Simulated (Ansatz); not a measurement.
# EuCuBi (P6_3/mmc): equation of state with a fit, by script

Where is the equilibrium volume of EuCuBi (P6_3/mmc), and how stiff is it? A script is to give an equation of state with a fit; the system is EuCuBi (P6_3/mmc).

All numbers are computed with Ansatz 0.2.0, driven from Python. Level of theory: DFT r2SCAN, plane waves, PAW.

### Step 1. The structure

The structure is hexagonal, space group P6_3/mmc (No. 194). The conventional cell has a = 4.668 Å, b = 4.668 Å, c = 8.587 Å, α = 90.00°, β = 90.00°, γ = 120.00°. Around Eu (site symmetry -3m) lie 6 Cu at 3.45 Å and 6 Bi at 3.45 Å. Cu (site symmetry -6m2) has 3 Bi at 2.70 Å and 6 Eu at 3.45 Å in its first shell of neighbours. Bi (site symmetry -6m2) is surrounded by 3 Cu at 2.70 Å and 6 Eu at 3.45 Å.

The script holds or builds the structure itself.

### Step 2. The script

The input, run_eos.py:

```python
"""Energy against volume for EuCuBi, with a fit."""

import ansatz
import numpy as np
from scipy.optimize import curve_fit

vectors0 = np.array([
    [4.668052, 0.0, 0.0],
    [-2.334026, 4.042652, 0.0],
    [0.0, 0.0, 8.587256],
])
sites = [
    ("Eu", (0.0, 0.0, 0.5), 7),
    ("Eu", (0.0, 0.0, 0.0), 7),
    ("Cu", (1 / 3, 2 / 3, 0.75), 0.0),
    ("Cu", (2 / 3, 1 / 3, 0.25), 0.0),
    ("Bi", (2 / 3, 1 / 3, 0.75), 0.0),
    ("Bi", (1 / 3, 2 / 3, 0.25), 0.0),
]


def crystal_on(cell):
    crystal = ansatz.Crystal(lattice=ansatz.Lattice.of(cell))
    for symbol, position, moment in sites:
        crystal = crystal.atom(symbol, position, moment=moment or None)
    return crystal

def vinet(v, e0, v0, b0, b1):
    eta = (v / v0) ** (1 / 3)
    return e0 + 2 * b0 * v0 / (b1 - 1) ** 2 * (2 - (5 + 3 * b1 * (eta - 1) - 3 * eta) * np.exp(-1.5 * (b1 - 1) * (eta - 1)))

# uniform scaling of the cell
volumes, energies, pressures = [], [], []
for scale in np.linspace(0.88, 1.12, 7):
    cell = vectors0 * scale ** (1 / 3)
    job = (
        crystal_on(cell).calculation()
        .functional("r2scan")
        .basis(45 * ansatz.Ry)
        .occupations("fermi_dirac", width=0.1)
        .spin("collinear")
        .scf(tolerance=1e-10)
        .kpoints(7, 7, 3)
        .stress()
    )
    rep = job.run(threads=1, backend="cpu").report
    volumes.append(abs(np.linalg.det(cell)) / len(sites))
    energies.append(rep["free_energy_ev"] / len(sites))
    pressures.append(np.trace(rep["stress_gpa"]) / 3)
    print(f"V = {volumes[-1]:8.4f} A^3/atom  F = {energies[-1]:.5f} eV/atom  P = {pressures[-1]:8.3f} GPa")

guess = (min(energies), volumes[int(np.argmin(energies))], 0.5, 4.5)
(e0, v0, b0, b1), _ = curve_fit(vinet, np.array(volumes), np.array(energies), p0=guess, maxfev=20000)
print(f"Vinet fit: V0 = {v0:.4f} A^3/atom, B0 = {160.21766 * b0:.1f} GPa, B1 = {b1:.2f}")
print("largest residual", round(1000 * float(np.abs(vinet(np.array(volumes), e0, v0, b0, b1) - energies).max()), 3), "meV/atom")
```

### Step 3. The calls as engine input

The package turns the script's settings into the engine's input (first run):

```yaml
crystal:
  lattice:
    - [4.473319409320329, 0.0, 0.0]
    - [-2.2366597046601644, 3.874008613598916, 0.0]
    - [0.0, 0.0, 8.229029783216307]
  atoms:
    - { symbol: Eu, position: [0.0, 0.0, 0.5], spin: 7.0 }
    - { symbol: Eu, position: [0.0, 0.0, 0.0], spin: 7.0 }
    - { symbol: Cu, position: [0.3333333333333333, 0.6666666666666666, 0.75] }
    - { symbol: Cu, position: [0.6666666666666666, 0.3333333333333333, 0.25] }
    - { symbol: Bi, position: [0.6666666666666666, 0.3333333333333333, 0.75] }
    - { symbol: Bi, position: [0.3333333333333333, 0.6666666666666666, 0.25] }
basis:
  ecutwfc: 612.25619053473
kpoints:
  mp_grid:
    grid: [7, 7, 3]
hamiltonian:
  xc: r2scan
magnetization:
  spin_polarized: true
scf:
  convergence:
    dr2_threshold: 1.0e-10
  occupations:
    method: fermi_dirac
    width: 0.1
output:
  stress: true
```

### Step 4. Running it

On the command line:

```sh
python run_eos.py
```

The program printed:

```text
V =  23.7677 A^3/atom  F = -9274.76133 eV/atom  P =    6.000 GPa
V =  24.8481 A^3/atom  F = -9274.79055 eV/atom  P =    2.796 GPa
V =  25.9284 A^3/atom  F = -9274.80057 eV/atom  P =    0.279 GPa
V =  27.0088 A^3/atom  F = -9274.79553 eV/atom  P =   -1.695 GPa
V =  28.0891 A^3/atom  F = -9274.77865 eV/atom  P =   -3.251 GPa
V =  29.1695 A^3/atom  F = -9274.75241 eV/atom  P =   -4.483 GPa
V =  30.2499 A^3/atom  F = -9274.71876 eV/atom  P =   -5.459 GPa
Vinet fit: V0 = 26.0701 A^3/atom, B0 = 52.1 GPa, B1 = 4.69
largest residual 0.047 meV/atom
```

Run time: 20 min. Hardware: 1 thread of Arm Neoverse V2, shared host; peak memory 1.4 GiB.

### Step 5. Inputs of later runs

The engine's inputs for some of the other runs:

Run 2, against run 1:

```diff
@@ -3,3 +3,3 @@
-    - [4.473319409320329, 0.0, 0.0]
-    - [-2.2366597046601644, 3.874008613598916, 0.0]
-    - [0.0, 0.0, 8.229029783216307]
+    - [4.540095215408583, 0.0, 0.0]
+    - [-2.2700476077042917, 3.931838163491311, 0.0]
+    - [0.0, 0.0, 8.351869233480828]
```

Run 4, against run 1:

```diff
@@ -3,3 +3,3 @@
-    - [4.473319409320329, 0.0, 0.0]
-    - [-2.2366597046601644, 3.874008613598916, 0.0]
-    - [0.0, 0.0, 8.229029783216307]
+    - [4.668052, 0.0, 0.0]
+    - [-2.334026, 4.042652, 0.0]
+    - [0.0, 0.0, 8.587256]
```

Run 7, against run 1:

```diff
@@ -3,3 +3,3 @@
-    - [4.473319409320329, 0.0, 0.0]
-    - [-2.2366597046601644, 3.874008613598916, 0.0]
-    - [0.0, 0.0, 8.229029783216307]
+    - [4.84776649542685, 0.0, 0.0]
+    - [-2.423883247713425, 4.198289333167314, 0.0]
+    - [0.0, 0.0, 8.917855226217101]
```

### Step 6. Run by run

The 7 runs, in the order started:

```tsv
run	volume (Å³/atom)	energy from run 3 (meV/atom)	pressure (GPa)	moment (μB/cell)	SCF cycles	CPU time (s)
1	23.768	39.24	6.00	14.02	27	150
2	24.848	10.02	2.80	14.02	27	150
3	25.928	0.00	0.28	14.01	27	170
4	27.009	5.04	-1.69	14.00	26	160
5	28.089	21.92	-3.25	13.99	27	160
6	29.169	48.16	-4.48	13.98	28	170
7	30.250	81.81	-5.46	13.97	28	180
```

Energies are free energies F = E - TS of the smeared occupations. 

### Step 7. Results

| quantity | value |
| --- | --- |
| runs compared | 7 |
| range of energy | 81.81 meV/atom |
| lowest point, volume (Å³/atom) | 25.928 |
| equilibrium volume (fit) | 26.07 Å³/atom |
| bulk modulus (fit) | 52 GPa |

A third-order Birch-Murnaghan fit through the 7 points has its minimum at 26.07 Å³ an atom, 3.5 % below the typed cell, with a bulk modulus of 52 GPa and dB/dP = 4.7. From that minimum the energy rises by 39.4 meV an atom on the compressed side and 81.9 meV on the expanded side. Caveats:
- Open f shells: without a Hubbard U, without spin-orbit coupling; the state reached hangs on the start and needn't be the lowest.
- Shape and fractional positions are held along the curve, so the bulk modulus is an upper value where they are free to relax.
- For a metal this k-point mesh is coarse: on a finer one energies can move by several to tens of meV an atom and pressures by half a GPa or more, differences at one mesh by less.
- Pressure is positive in compression.
- r2SCAN tends to overestimate the moments of itinerant magnets.
- This cell is a computed structure, which may not be the phase found in nature.
